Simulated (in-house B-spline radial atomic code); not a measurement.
**B²⁺ in a hard spherical wall**

Wanted: the cost of confining B²⁺, radius by radius. More than one configuration is followed.

The numbers are computed with in-house B-spline radial atomic code version 1 (Dirac-Coulomb LDA (Slater, VWN5), spherical fractional occupations, Fermi nucleus, basis-set limit), except any that are marked as measured or tabulated.

**1. What is computed**

| Property | Result |
| --- | --- |
| element | boron (Z = 5) |
| charge | +2 |
| electrons | 3 |
| configuration | [He] 2s1 |
| Hamiltonian | Dirac-Coulomb |
| nucleus | Fermi, rms radius 2.406 fm |

The outer shells:

[He] 2s1
```
[He] core
2s [↑ ]
```

The boxes only draw the filling; these runs are spin-restricted and spherical.

**2. Reference run without a wall**

The run's settings:

```ini
Z = 5
electrons = 3.0
configuration = [He] 2s1
hamiltonian = dirac
method = lda,vwn
spin_polarised = False
nucleus = fermi
rms_radius = 2.406
mass_number = 11
atomic_mass = 11.009305166
speed_of_light = 137.035999084
```

The program writes no log. Results of the run, from its result record (rounded, main fields):

```text
{
  "status": "converged",
  "scf [iteration, energy, orbital gradient]": [
    [1, -22.7502805923, 0.201],
    [2, -23.1086574894, 0.0272],
    [3, -23.1146477125, 0.0117],
    [4, -23.1157697088, 0.00503],
    [5, -23.1160195127, 0.000707],
    [6, -23.1160246874, 5.25e-07],
    [7, -23.1160246874, 1.66e-08]
  ],
  "energy [hartree]": {"total": -23.1160246874, "kinetic": 22.9960241429, "nuclear": -50.7065204801, "coulomb": 7.52512905251, "xc": -2.93065740271},
  "breit [hartree]": {"gaunt": 0.001405571, "retardation": -7.978205e-06, "frequency_dependence": 3.833397e-09},
  "qed [hartree]": {"self_energy": 0.0008568115, "uehling": -3.513508e-05, "wichmann_kroll": 8.443731e-09},
  "recoil [hartree]": 0.001151843,
  "total_with_corrections [hartree]": -23.1126535636,
  "orbitals [hartree, bohr; first row names the columns]": [
    ["name", "occ", "eps", "<r>", "<r^2>", "<1/r>", "r_max", "density_at_nucleus", "small_component", "breit_shift", "self_energy", "hyperfine_A/g_I (MHz)"],
    ["1s1/2", 2.0, -7.6857128, 0.33063, 0.14828, 4.6314, 0.21178, 34.389, 0.00028565, 0.0013567, 0.00041335, 27244.0],
    ["2s1/2", 1.0, -1.1515312, 1.6456, 3.1785, 0.8786, 1.3747, 2.4182, 4.0605e-05, 8.1816e-05, 3.0122e-05, 1915.3]
  ],
  "sum_r [bohr^k]": {"-1": 10.1413, "1": 2.306899, "2": 3.475028},
  "density_at_nucleus [bohr^-3]": 71.19698
}
```

Wall time 0.38 s (1 thread, shared host).

**3. Wall at 5.91 bohr, configuration [He] 2s1**

The settings differ from step 2 so:

```diff
@@ -11 +11,2 @@
 speed_of_light = 137.035999084
+wall_radius = 5.91
```

Main fields:

```text
{
  "status": "converged",
  "scf [iteration, energy, orbital gradient]": [
    [1, -22.7502687533, 0.201],
    [2, -23.1085548124, 0.0272],
    [3, -23.1145366456, 0.0117],
    [4, -23.1156572901, 0.00503],
    [5, -23.1159068754, 0.000707],
    [6, -23.115912037, 5.45e-07],
    [7, -23.115912037, 1.56e-08]
  ],
  "energy [hartree]": {"total": -23.115912037, "kinetic": 22.9975784417, "nuclear": -50.7086821773, "coulomb": 7.52606498907, "xc": -2.93087329047},
  "breit [hartree]": {"gaunt": 0.001405628, "retardation": -7.984329e-06, "frequency_dependence": 3.836315e-09},
  "qed [hartree]": {"self_energy": 0.0008568302, "uehling": -3.513582e-05, "wichmann_kroll": 8.443907e-09},
  "recoil [hartree]": 0.001151837,
  "total_with_corrections [hartree]": -23.1125408493,
  "orbitals [hartree, bohr; first row names the columns]": [
    ["name", "occ", "eps", "<r>"],
    ["1s1/2", 2.0, -7.68536, 0.33064],
    ["2s1/2", 1.0, -1.1512553, 1.6439]
  ],
  "sum_r [bohr^k]": {"-1": 10.14174, "1": 2.305141, "2": 3.464465},
  "energy_minus_base [hartree]": 0.000112650443,
  "energy_minus_base_with_corrections [hartree]": 0.000112714283
}
```

Run time: 0.18 s. Hardware: 1 thread, shared host.

energy_minus_base is the energy less that of the reference run.

**4. Wall at 4.05 bohr, configuration [He] 2s1**

The settings differ from step 3 so:

```diff
@@ -11,2 +11,2 @@
 speed_of_light = 137.035999084
-wall_radius = 5.91
+wall_radius = 4.05
```

Main fields:

```text
{
  "status": "converged",
  "scf [iteration, energy, orbital gradient]": [
    [1, -22.744594779, 0.201],
    [2, -23.0992497646, 0.027],
    [3, -23.1050129604, 0.0116],
    [4, -23.1060980082, 0.00502],
    [5, -23.1063413718, 0.000698],
    [6, -23.1063462417, 8.09e-07],
    [7, -23.1063462417, 4.12e-09]
  ],
  "energy [hartree]": {"total": -23.1063462417, "kinetic": 23.0734705169, "nuclear": -50.805276338, "coulomb": 7.56546921717, "xc": -2.9400096377},
  "breit [hartree]": {"gaunt": 0.001408645, "retardation": -8.308964e-06, "frequency_dependence": 3.993588e-09},
  "qed [hartree]": {"self_energy": 0.0008578125, "uehling": -3.517436e-05, "wichmann_kroll": 8.453169e-09},
  "recoil [hartree]": 0.00115136,
  "total_with_corrections [hartree]": -23.1029718943,
  "orbitals [hartree, bohr; first row names the columns]": [
    ["name", "occ", "eps", "<r>"],
    ["1s1/2", 2.0, -7.6702158, 0.33071],
    ["2s1/2", 1.0, -1.1354292, 1.591]
  ],
  "sum_r [bohr^k]": {"-1": 10.16106, "1": 2.252385, "2": 3.215009},
  "energy_minus_base [hartree]": 0.00967844571,
  "energy_minus_base_with_corrections [hartree]": 0.00968166937
}
```

It took 0.16 s on 1 thread, shared host.

**5. Wall at 3.13 bohr, configuration [He] 2s1**

The settings differ from step 4 so:

```diff
@@ -11,2 +11,2 @@
 speed_of_light = 137.035999084
-wall_radius = 4.05
+wall_radius = 3.13
```

Main fields:

```text
{
  "status": "converged",
  "scf [iteration, energy, orbital gradient]": [
    [1, -22.6965952257, 0.2],
    [2, -23.0391161834, 0.0266],
    [3, -23.0444142288, 0.0115],
    [4, -23.0454201517, 0.00498],
    [5, -23.0456483306, 0.000679],
    [6, -23.0456526634, 9.13e-07],
    [7, -23.0456526634, 3.74e-09]
  ],
  "energy [hartree]": {"total": -23.0456526634, "kinetic": 23.3833859692, "nuclear": -51.1577039143, "coulomb": 7.70028517424, "xc": -2.97161989261},
  "breit [hartree]": {"gaunt": 0.001421668, "retardation": -9.728552e-06, "frequency_dependence": 4.698611e-09},
  "qed [hartree]": {"self_energy": 0.000862072, "uehling": -3.534154e-05, "wichmann_kroll": 8.493338e-09},
  "recoil [hartree]": 0.001148336,
  "total_with_corrections [hartree]": -23.0422656445,
  "orbitals [hartree, bohr; first row names the columns]": [
    ["name", "occ", "eps", "<r>"],
    ["1s1/2", 2.0, -7.6177491, 0.33104],
    ["2s1/2", 1.0, -1.0548084, 1.4572]
  ],
  "sum_r [bohr^k]": {"-1": 10.23154, "1": 2.119297, "2": 2.697482},
  "energy_minus_base [hartree]": 0.070372024,
  "energy_minus_base_with_corrections [hartree]": 0.0703879191
}
```

It took 0.16 s on 1 thread, shared host.

**6. Wall at 2.05 bohr, configuration [He] 2s1**

The settings differ from step 5 so:

```diff
@@ -11,2 +11,2 @@
 speed_of_light = 137.035999084
-wall_radius = 3.13
+wall_radius = 2.05
```

Main fields:

```text
{
  "status": "converged",
  "scf [iteration, energy, orbital gradient]": [
    [1, -22.1591899804, 0.192],
    [2, -22.4458538537, 0.0237],
    [3, -22.4497572419, 0.0104],
    [4, -22.450510414, 0.00453],
    [5, -22.4506853371, 0.000585],
    [6, -22.4506882803, 4.9e-07],
    [7, -22.4506882803, 9.68e-09]
  ],
  "energy [hartree]": {"total": -22.4506882803, "kinetic": 25.2462341684, "nuclear": -52.8558489673, "coulomb": 8.27443975691, "xc": -3.11551323832},
  "breit [hartree]": {"gaunt": 0.001506918, "retardation": -1.937048e-05, "frequency_dependence": 9.972825e-09},
  "qed [hartree]": {"self_energy": 0.0008900754, "uehling": -3.644164e-05, "wichmann_kroll": 8.757666e-09},
  "recoil [hartree]": 0.00111869,
  "total_with_corrections [hartree]": -22.4472283902,
  "orbitals [hartree, bohr; first row names the columns]": [
    ["name", "occ", "eps", "<r>"],
    ["1s1/2", 2.0, -7.3942934, 0.33288],
    ["2s1/2", 1.0, -0.3784456, 1.1085]
  ],
  "sum_r [bohr^k]": {"-1": 10.57117, "1": 1.774268, "2": 1.675506},
  "energy_minus_base [hartree]": 0.665336407,
  "energy_minus_base_with_corrections [hartree]": 0.665425173
}
```

Run time: 0.1 s. Hardware: 1 thread, shared host.

**7. Wall at 1.34 bohr, configuration [He] 2s1**

The settings differ from step 6 so:

```diff
@@ -11,2 +11,2 @@
 speed_of_light = 137.035999084
-wall_radius = 2.05
+wall_radius = 1.34
```

Main fields:

```text
{
  "status": "converged",
  "scf [iteration, energy, orbital gradient]": [
    [1, -19.4942802827, 0.171],
    [2, -19.6623915259, 0.0178],
    [3, -19.6640278206, 0.00794],
    [4, -19.6643542285, 0.00353],
    [5, -19.6644341229, 0.000391],
    [6, -19.6644351032, 5.7e-08],
    [7, -19.6644351032, 8.93e-09]
  ],
  "energy [hartree]": {"total": -19.6644351032, "kinetic": 31.5139522352, "nuclear": -57.2105845688, "coulomb": 9.49582239849, "xc": -3.46362516807},
  "breit [hartree]": {"gaunt": 0.001828578, "retardation": -5.905575e-05, "frequency_dependence": 3.907374e-08},
  "qed [hartree]": {"self_energy": 0.0009950342, "uehling": -4.058768e-05, "wichmann_kroll": 9.753777e-09},
  "recoil [hartree]": 0.0009798542,
  "total_with_corrections [hartree]": -19.6607312314,
  "orbitals [hartree, bohr; first row names the columns]": [
    ["name", "occ", "eps", "<r>"],
    ["1s1/2", 2.0, -6.9160217, 0.33193],
    ["2s1/2", 1.0, 2.5603592, 0.74523]
  ],
  "sum_r [bohr^k]": {"-1": 11.44212, "1": 1.409078, "2": 0.9400369},
  "energy_minus_base [hartree]": 3.45158958,
  "energy_minus_base_with_corrections [hartree]": 3.45192233
}
```

Run time: 0.09 s. Hardware: 1 thread, shared host.

**8. Wall at 5.91 bohr, configuration [He] 2p1**

The run's settings:

```ini
Z = 5
electrons = 3.0
configuration = [He] 2p1
hamiltonian = dirac
method = lda,vwn
spin_polarised = False
nucleus = fermi
rms_radius = 2.406
mass_number = 11
atomic_mass = 11.009305166
speed_of_light = 137.035999084
wall_radius = 5.91
```

Main fields:

```text
{
  "status": "converged",
  "scf [iteration, energy, orbital gradient]": [
    [1, -22.5112650989, 0.193],
    [2, -22.8924583858, 0.0275],
    [3, -22.8999345443, 0.0117],
    [4, -22.9012637395, 0.00497],
    [5, -22.9015418159, 0.000747],
    [6, -22.9015492919, 5.09e-06],
    [7, -22.901549293, 1.03e-07]
  ],
  "energy [hartree]": {"total": -22.901549293, "kinetic": 22.7840391537, "nuclear": -50.3439211886, "coulomb": 7.57653942663, "xc": -2.91820668477},
  "breit [hartree]": {"gaunt": 0.001405113, "retardation": -1.815627e-05, "frequency_dependence": -1.906608e-08},
  "qed [hartree]": {"self_energy": 0.0008285178, "uehling": -3.40107e-05, "wichmann_kroll": 8.173572e-09},
  "recoil [hartree]": 0.001106638,
  "total_with_corrections [hartree]": -22.8982612019,
  "orbitals [hartree, bohr; first row names the columns]": [
    ["name", "occ", "eps", "<r>"],
    ["1s1/2", 2.0, -7.6645624, 0.33051],
    ["2p1/2", 0.33333, -0.92382168, 1.5975],
    ["2p3/2", 0.66667, -0.92357479, 1.598]
  ],
  "sum_r [bohr^k]": {"-1": 10.06878, "1": 2.25881, "2": 3.397779},
  "energy_minus_base [hartree]": 0.214475394,
  "energy_minus_base_with_corrections [hartree]": 0.214392362
}
```

Wall time 0.4 s (1 thread, shared host).

**9. Wall at 4.05 bohr, configuration [He] 2p1**

The settings differ from step 8 so:

```diff
@@ -11,2 +11,2 @@
 speed_of_light = 137.035999084
-wall_radius = 5.91
+wall_radius = 4.05
```

Main fields:

```text
{
  "status": "converged",
  "scf [iteration, energy, orbital gradient]": [
    [1, -22.5000900514, 0.192],
    [2, -22.8800674653, 0.0275],
    [3, -22.8873586931, 0.0117],
    [4, -22.8886711401, 0.00498],
    [5, -22.8889496536, 0.000746],
    [6, -22.8889567072, 2.81e-06],
    [7, -22.8889567075, 7.56e-08]
  ],
  "energy [hartree]": {"total": -22.8889567075, "kinetic": 22.8675101999, "nuclear": -50.4638551191, "coulomb": 7.63819863679, "xc": -2.93081042506},
  "breit [hartree]": {"gaunt": 0.00140949, "retardation": -1.923041e-05, "frequency_dependence": -2.016138e-08},
  "qed [hartree]": {"self_energy": 0.0008282712, "uehling": -3.400021e-05, "wichmann_kroll": 8.171051e-09},
  "recoil [hartree]": 0.001103995,
  "total_with_corrections [hartree]": -22.8856681936,
  "orbitals [hartree, bohr; first row names the columns]": [
    ["name", "occ", "eps", "<r>"],
    ["1s1/2", 2.0, -7.6410505, 0.33061],
    ["2p1/2", 0.33333, -0.90052044, 1.5157],
    ["2p3/2", 0.66667, -0.90025971, 1.5161]
  ],
  "sum_r [bohr^k]": {"-1": 10.09277, "1": 2.17717, "2": 3.016245},
  "energy_minus_base [hartree]": 0.22706798,
  "energy_minus_base_with_corrections [hartree]": 0.22698537
}
```

Wall time 0.37 s (1 thread, shared host).

**10. Wall at 3.13 bohr, configuration [He] 2p1**

The settings differ from step 9 so:

```diff
@@ -11,2 +11,2 @@
 speed_of_light = 137.035999084
-wall_radius = 4.05
+wall_radius = 3.13
```

Main fields:

```text
{
  "status": "converged",
  "scf [iteration, energy, orbital gradient]": [
    [1, -22.4454778391, 0.189],
    [2, -22.8214268747, 0.0275],
    [3, -22.828491479, 0.0117],
    [4, -22.8297801666, 0.00499],
    [5, -22.8300575156, 0.000747],
    [6, -22.830064162, 7.47e-07],
    [7, -22.830064162, 4.06e-08]
  ],
  "energy [hartree]": {"total": -22.830064162, "kinetic": 23.1147998872, "nuclear": -50.7790903694, "coulomb": 7.79796945596, "xc": -2.96374313582},
  "breit [hartree]": {"gaunt": 0.001424093, "retardation": -2.282824e-05, "frequency_dependence": -2.37847e-08},
  "qed [hartree]": {"self_energy": 0.0008274681, "uehling": -3.396602e-05, "wichmann_kroll": 8.162839e-09},
  "recoil [hartree]": 0.00109451,
  "total_with_corrections [hartree]": -22.8267749002,
  "orbitals [hartree, bohr; first row names the columns]": [
    ["name", "occ", "eps", "<r>"],
    ["1s1/2", 2.0, -7.5796652, 0.33092],
    ["2p1/2", 0.33333, -0.81496611, 1.3611],
    ["2p3/2", 0.66667, -0.81465966, 1.3614]
  ],
  "sum_r [bohr^k]": {"-1": 10.15582, "1": 2.023155, "2": 2.434116},
  "energy_minus_base [hartree]": 0.285960525,
  "energy_minus_base_with_corrections [hartree]": 0.285878663
}
```

Run time: 0.36 s. Hardware: 1 thread, shared host.

**11. Wall at 2.05 bohr, configuration [He] 2p1**

The settings differ from step 10 so:

```diff
@@ -11,2 +11,2 @@
 speed_of_light = 137.035999084
-wall_radius = 3.13
+wall_radius = 2.05
```

Main fields:

```text
{
  "status": "converged",
  "scf [iteration, energy, orbital gradient]": [
    [1, -22.0254767726, 0.172],
    [2, -22.3803949021, 0.0258],
    [3, -22.3871086249, 0.011],
    [4, -22.3883442739, 0.00467],
    [5, -22.3886121027, 0.000708],
    [6, -22.388618387, 4.68e-07],
    [7, -22.388618387, 7.69e-09]
  ],
  "energy [hartree]": {"total": -22.388618387, "kinetic": 24.2377448737, "nuclear": -51.8961757275, "coulomb": 8.35696989803, "xc": -3.08715743123},
  "breit [hartree]": {"gaunt": 0.001504242, "retardation": -4.249824e-05, "frequency_dependence": -4.305041e-08},
  "qed [hartree]": {"self_energy": 0.0008235253, "uehling": -3.379804e-05, "wichmann_kroll": 8.122491e-09},
  "recoil [hartree]": 0.001040171,
  "total_with_corrections [hartree]": -22.3853267793,
  "orbitals [hartree, bohr; first row names the columns]": [
    ["name", "occ", "eps", "<r>"],
    ["1s1/2", 2.0, -7.3668272, 0.33232],
    ["2p1/2", 0.33333, -0.27939489, 1.0221],
    ["2p3/2", 0.66667, -0.27884179, 1.0222]
  ],
  "sum_r [bohr^k]": {"-1": 10.37924, "1": 1.686815, "2": 1.468274},
  "energy_minus_base [hartree]": 0.7274063,
  "energy_minus_base_with_corrections [hartree]": 0.727326784
}
```

It took 0.19 s on 1 thread, shared host.

**12. Wall at 1.34 bohr, configuration [He] 2p1**

The settings differ from step 11 so:

```diff
@@ -11,2 +11,2 @@
 speed_of_light = 137.035999084
-wall_radius = 2.05
+wall_radius = 1.34
```

Main fields:

```text
{
  "status": "converged",
  "scf [iteration, energy, orbital gradient]": [
    [1, -20.4283430924, 0.137],
    [2, -20.6969099367, 0.0194],
    [3, -20.7013211307, 0.00834],
    [4, -20.702144995, 0.00358],
    [5, -20.7023284699, 0.00051],
    [6, -20.7023322265, 1.05e-07],
    [7, -20.7023322265, 3.88e-09]
  ],
  "energy [hartree]": {"total": -20.7023322265, "kinetic": 27.4429691636, "nuclear": -54.1643399777, "coulomb": 9.37268717905, "xc": -3.35364859135},
  "breit [hartree]": {"gaunt": 0.001779214, "retardation": -0.0001031067, "frequency_dependence": -1.054083e-07},
  "qed [hartree]": {"self_energy": 0.0008211374, "uehling": -3.368583e-05, "wichmann_kroll": 8.09561e-09},
  "recoil [hartree]": 0.0008794949,
  "total_with_corrections [hartree]": -20.6989892699,
  "orbitals [hartree, bohr; first row names the columns]": [
    ["name", "occ", "eps", "<r>"],
    ["1s1/2", 2.0, -6.973225, 0.32967],
    ["2p1/2", 0.33333, 1.5493935, 0.71415],
    ["2p3/2", 0.66667, 1.5507597, 0.71431]
  ],
  "sum_r [bohr^k]": {"-1": 10.83287, "1": 1.373602, "2": 0.8513741},
  "energy_minus_base [hartree]": 2.41369246,
  "energy_minus_base_with_corrections [hartree]": 2.41366429
}
```

Run time: 0.4 s. Hardware: 1 thread, shared host.

**13. Results**

| configuration | radius (bohr) | energy above the free system (eV) | highest level (eV) |
| --- | --- | --- | --- |
| [He] 2s1 | 5.91 | 0.0031 | -31.327 (2s1/2) |
| [He] 2s1 | 4.05 | 0.263 | -30.897 (2s1/2) |
| [He] 2s1 | 3.13 | 1.915 | -28.703 (2s1/2) |
| [He] 2s1 | 2.05 | 18.105 | -10.298 (2s1/2) |
| [He] 2s1 | 1.34 | 93.923 | 69.671 (2s1/2) |
| [He] 2p1 | 5.91 | 5.836 | -25.132 (2p3/2) |
| [He] 2p1 | 4.05 | 6.179 | -24.497 (2p3/2) |
| [He] 2p1 | 3.13 | 7.781 | -22.168 (2p3/2) |
| [He] 2p1 | 2.05 | 19.794 | -7.588 (2p3/2) |
| [He] 2p1 | 1.34 | 65.680 | 42.198 (2p3/2) |

For [He] 2s1 the energy above the free reference is 0.0031 eV at 5.91 bohr and 93.923 eV at 1.34 bohr. Its highest level passes zero between 2.05 and 1.34 bohr; in smaller spheres the level is positive, pushed up by confinement, and the wall keeps the electron in. The order of [He] 2s1 and [He] 2p1 turns between 2.05 and 1.34 bohr, so at equal radius strong confinement favours [He] 2p1. A hard wall is a crude model of an atom's surroundings.
